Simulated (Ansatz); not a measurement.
# C₂H₅AlN₂: one species, many methods

One table from this session's results is given with a row withheld; the runs are named, their logs left out.

Method: functionals in def2-TZVPP, the program's frozen cores in correlated methods; program: Ansatz 0.2.0, Gaussian basis.

Plan: LDA (SPW92), PBE-D4, revPBE-D4, BLYP-D4, r2SCAN-D4, B97M-V, PBE0-D4, B3LYP-D4, r2SCANh-D4, r2SCAN0-D4, HSE06-D4, BHLYP-D4, CAM-B3LYP-D4, LC-ωPBE, ωB97X-V, ωB97M-V, B2PLYP, PBE-QIDH; CCSD(T)/def2-SVP; CCSD(T)/def2-TZVPP; MP2/def2-QZVPP; extrapolation to the limit; RPA on PBE.

### The relaxed structure

An earlier PBE0-D4 in a triple-zeta def2 set relaxation fixed the geometry.

10 atoms, charge 0, spin multiplicity 1.

Atoms are counted from 1 here; the program's logs count them from 0.

Bond lengths: N1–C2 1.333 Å, N1–H6 1.008 Å, N1–H7 1.008 Å, C2–C3 1.219 Å, C3–Al4 1.883 Å, Al4–N5 1.767 Å, Al4–H8 1.580 Å, N5–H9 1.007 Å, N5–H10 1.007 Å. Angles: C2–N1–H6 116.8°, C2–N1–H7 116.9°, H6–N1–H7 113.9°, N1–C2–C3 177.6°, C2–C3–Al4 178.1°, C3–Al4–N5 119.1°, C3–Al4–H8 122.6°, N5–Al4–H8 118.3°, Al4–N5–H9 124.5°, Al4–N5–H10 125.0°, H9–N5–H10 110.5°.

Set-up of the first run:

in.yaml reads:

```yaml
crystal:
  periodic: [false, false, false]
  atoms:
    - {symbol: N, position_ang: [1.964372, -0.935321, -2.003259]}
    - {symbol: C, position_ang: [1.077640, -0.681063, -1.041423]}
    - {symbol: C, position_ang: [0.304272, -0.434674, -0.131858]}
    - {symbol: Al, position_ang: [-0.880659, -0.110301, 1.294567]}
    - {symbol: N, position_ang: [-1.574607, 1.503260, 1.485704]}
    - {symbol: H, position_ang: [2.113599, -1.903667, -2.239500]}
    - {symbol: H, position_ang: [1.964369, -0.316139, -2.798386]}
    - {symbol: H, position_ang: [-1.289395, -1.228980, 2.333107]}
    - {symbol: H, position_ang: [-2.214439, 1.766212, 2.216997]}
    - {symbol: H, position_ang: [-1.381952, 2.289472, 0.887050]}
basis:
  gaussian: {orbitals: def2-TZVPP}
hamiltonian: {xc: lda}
output: {orbitals: {seedname: orbitals}}
```

Steps of the session up to this table: LDA; PBE-D4 (GGA); revPBE-D4 (GGA); BLYP-D4 (GGA); r2SCAN-D4 (meta-GGA); B97M-V (meta-GGA); PBE0-D4 (hybrid); B3LYP-D4 (hybrid); r2SCANh-D4 (hybrid); r2SCAN0-D4 (hybrid); HSE06-D4 (hybrid); BHLYP-D4 (hybrid); CAM-B3LYP-D4 (range-separated); LC-ωPBE (range-separated); ωB97X-V (range-separated); ωB97M-V (range-separated); B2PLYP (double hybrid); PBE-QIDH (double hybrid).

One of the session's tables, all rows but one given; the rest of the session is left out.

It belongs to the step «Orbital energies across the functionals». 

```
  functional  HOMO (eV)  gap (eV)
 LDA (SPW92)      -5.42      4.22
      PBE-D4      -5.25      4.27
   revPBE-D4          ?         ?
     BLYP-D4      -5.09      4.24
   r2SCAN-D4      -5.47      4.81
      B97M-V      -5.50      4.71
     PBE0-D4      -6.43      6.19
    B3LYP-D4      -6.20      5.77
  r2SCANh-D4      -5.92      5.50
  r2SCAN0-D4      -6.59      6.55
    HSE06-D4      -6.03      5.43
    BHLYP-D4      -7.48      8.02
CAM-B3LYP-D4      -7.72      8.41
     LC-ωPBE      -9.08     10.80
     ωB97X-V      -8.70     10.34
     ωB97M-V      -8.60     10.00
```

Estimate the missing values for revPBE-D4.

As computed: HOMO (eV): -5.18; gap (eV): 4.30. In the column «HOMO (eV)» it lies between PBE-D4 (-5.25) and BLYP-D4 (-5.09).
